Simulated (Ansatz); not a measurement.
# C₂H₆GeO: up Jacob's ladder to CCSD(T)

One table from this session's results is given with a row withheld; the runs are named, their logs left out.

Program: Ansatz 0.2.0, Gaussian basis. Level of theory: functionals in def2-TZVPP, the program's frozen cores in correlated methods. These are calculated values, not measurements.

Plan: PBE-D4, r2SCAN-D4, PBE0-D4, B3LYP-D4, ωB97X-V, ωB97M-V, B2PLYP; CCSD(T)/def2-TZVPP; MP2/def2-QZVPP; extrapolation to the limit.

### Structure used throughout

The geometry comes from an earlier relaxation with PBE0-D4 in a triple-zeta def2 set; it is a stationary point, not always the lowest conformer.

SMILES `[CH3][GeH2][CH]=O`, 10 atoms, charge 0, spin multiplicity 1.

Atoms are counted from 1 here; the program's logs count them from 0.

Bond lengths: C1–Ge2 1.944 Å, C1–H5 1.090 Å, C1–H6 1.090 Å, C1–H7 1.090 Å, Ge2–C3 2.006 Å, Ge2–H8 1.542 Å, Ge2–H9 1.542 Å, C3–O4 1.201 Å, C3–H10 1.117 Å. Angles: Ge2–C1–H5 110.7°, Ge2–C1–H6 109.7°, Ge2–C1–H7 109.8°, H5–C1–H6 109.1°, H5–C1–H7 109.1°, H6–C1–H7 108.4°, C1–Ge2–C3 108.3°, C1–Ge2–H8 112.5°, C1–Ge2–H9 112.5°, C3–Ge2–H8 107.7°, C3–Ge2–H9 107.7°, H8–Ge2–H9 107.9°, Ge2–C3–O4 121.8°, Ge2–C3–H10 118.6°, O4–C3–H10 119.6°.

Geometry (Å):

```xyz
10
C2H6GeO
C     0.3238    1.4572    0.0619
Ge   -0.6443   -0.1671   -0.3884
C     0.3587   -1.7284    0.3740
O     1.3776   -1.5849    0.9941
H    -0.1879    2.3339   -0.3354
H     0.4020    1.5509    1.1452
H     1.3306    1.4135   -0.3540
H    -2.0677   -0.1890    0.2046
H    -0.7610   -0.3820   -1.9109
H    -0.0488   -2.7552    0.2120
```

The first run:

The input, in.yaml:

```yaml
crystal:
  periodic: [false, false, false]
  atoms:
    - {symbol: C, position_ang: [0.323847, 1.457211, 0.061904]}
    - {symbol: Ge, position_ang: [-0.644338, -0.167148, -0.388392]}
    - {symbol: C, position_ang: [0.358655, -1.728422, 0.374049]}
    - {symbol: O, position_ang: [1.377566, -1.584890, 0.994123]}
    - {symbol: H, position_ang: [-0.187904, 2.333940, -0.335416]}
    - {symbol: H, position_ang: [0.402012, 1.550903, 1.145185]}
    - {symbol: H, position_ang: [1.330554, 1.413508, -0.354029]}
    - {symbol: H, position_ang: [-2.067685, -0.188959, 0.204564]}
    - {symbol: H, position_ang: [-0.760984, -0.381995, -1.910918]}
    - {symbol: H, position_ang: [-0.048822, -2.755247, 0.212029]}
basis:
  gaussian: {orbitals: def2-TZVPP}
hamiltonian: {xc: pbe, dispersion: d4}
output: {forces: true, orbitals: {seedname: orbitals}}
```

Command:

```sh
> ansatz run in.yaml --threads 4 --pin off --events-out ev --progress --plain --max-ram 10444MiB
```

Steps of the session up to this table: PBE-D4 (GGA); r2SCAN-D4 (meta-GGA); PBE0-D4 (hybrid); B3LYP-D4 (hybrid); ωB97X-V (range-separated); ωB97M-V (range-separated); B2PLYP (double hybrid); CCSD(T) in def2-TZVPP; MP2 in def2-QZVPP.

One table of the session follows, with a row left open; its other results are not shown here.

```
            method  atomisation energy (kJ/mol)
            PBE-D4                            ?
         r2SCAN-D4                       3582.8
           PBE0-D4                       3566.9
          B3LYP-D4                       3566.0
           ωB97X-V                       3583.7
           ωB97M-V                       3568.8
            B2PLYP                       3536.3
     HF/def2-TZVPP                       2565.7
    MP2/def2-TZVPP                       3540.5
   CCSD/def2-TZVPP                       3447.3
CCSD(T)/def2-TZVPP                       3502.8
           MP2/CBS                       3615.8
       CCSD(T)/CBS                       3578.1
```

Estimate the missing values for PBE-D4.

As computed: atomisation energy (kJ/mol): 3639.3. In the column «atomisation energy (kJ/mol)» it is the highest.

Among the levels timed on like hardware and quicker than the yardstick, those that no quicker one beats, quickest first: PBE-D4 (2.3 s, +61.2 kJ/mol); PBE0-D4 (2.9 s, -11.2 kJ/mol); r2SCAN-D4 (4.6 s, +4.8 kJ/mol).

B2PLYP carry no dispersion term (for B3LYP, D4 adds 27.1 kJ/mol).
